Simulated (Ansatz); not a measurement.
Task: a convergence test of the plane-wave cutoff of TiBeB, space group P-6m2, with the Ansatz DFT code, driven from Python. Give the script and its output. Settings (first run): LDA, PAW, cutoff 300 eV, 8×8×7 k-points, Fermi-Dirac smearing of 0.1 eV. The script varies cutoff (eV): 300, 400, 500, 600, 700, 800.

```
CELL_PARAMETERS angstrom
3.27824 0.00000 0.00000
-1.63912 2.83904 0.00000
0.00000 0.00000 3.14291
ATOMIC_POSITIONS crystal
Ti 0.33333 0.66667 0.00000
Be 0.66667 0.33333 0.50000
B 0.00000 0.00000 0.50000
```

`tibeb_ecut.py`
```python
import ansatz as az
from tabulate import tabulate


def main() -> None:
    tibeb = (
        az.Lattice.from_parameters(3.27823683, 3.27823683, 3.142913, alpha=90, beta=90, gamma=120)
        .space_group(187)
        .atom("Ti", [0.0, 0.0, 0.0])
        .atom("Be", [1 / 3, 2 / 3, 0.5])
        .atom("B", [2 / 3, 1 / 3, 0.5])
    )

    setup = (
        tibeb.calculation()
        .kpoints(mesh=(8, 8, 7))
        .functional("LDA")
        .occupations("fermi_dirac", width=0.1)
    )

    rows = []
    for value in [300, 400, 500, 600, 700, 800]:
        report = setup.basis(value).run(threads=1).report
        rows.append((value, report["free_energy_ev"] / len(report["lattice"]["sites"]), report["n_iterations"], report["n_pw"]))

    print(tabulate(rows, headers=["cutoff (eV)", "F/atom (eV)", "iterations", "plane waves"], floatfmt=".4f", tablefmt="grid"))

    for row in rows[:-1]:
        shift = 1000 * (row[1] - rows[-1][1])
        print(f"{row[0]}: {shift:+.2f} meV/atom" + ("  (within 1 meV)" if abs(shift) < 1 else ""))


if __name__ == "__main__":
    main()
```

```console
$ python tibeb_ecut.py
DeckWarning: basis.ecutwfc = 300 eV is below the records' recommended 420 eV, and the density's cutoff is lower with it unless basis.ecutrho_ratio is high enough to keep the records' density cutoff: compare with a run at a higher cutoff
DeckWarning: basis.ecutwfc = 400 eV is below the records' recommended 420 eV, and the density's cutoff is lower with it unless basis.ecutrho_ratio is high enough to keep the records' density cutoff: compare with a run at a higher cutoff
+---------------+---------------+--------------+---------------+
|   cutoff (eV) |   F/atom (eV) |   iterations |   plane waves |
+===============+===============+==============+===============+
|           300 |     -896.6104 |            6 |           345 |
+---------------+---------------+--------------+---------------+
|           400 |     -896.6778 |            6 |           539 |
+---------------+---------------+--------------+---------------+
|           500 |     -896.6793 |            6 |           737 |
+---------------+---------------+--------------+---------------+
|           600 |     -896.6795 |            6 |           985 |
+---------------+---------------+--------------+---------------+
|           700 |     -896.6797 |            6 |          1207 |
+---------------+---------------+--------------+---------------+
|           800 |     -896.6798 |            6 |          1509 |
+---------------+---------------+--------------+---------------+
300: +69.30 meV/atom
400: +1.94 meV/atom
500: +0.44 meV/atom  (within 1 meV)
600: +0.26 meV/atom  (within 1 meV)
700: +0.07 meV/atom  (within 1 meV)
```
(Warnings from the package without file and line.)

From 500 eV on it stays within 1 meV an atom of the value at 800 eV; the first row (300 eV) is off by 69.3 meV and the last but one by 0.07 meV. The energy falls steadily, as expected when plane waves are added.

Notes:
- No spin polarisation was allowed.
- For a metal this k-point mesh is coarse: on a finer one energies can move by several to tens of meV an atom and pressures by half a GPa or more, differences at one mesh by less.
- The structure comes from a database of computed cells and needn't be a stable or known phase.
- Shifts are counted from the last row, which is itself no proven limit.
- Hardware and time: 12 s on 1 thread of Arm Neoverse V1, on a shared host, peak memory 0.42 GiB.

(Lines on the test bed's own set-up are left out of the output.)
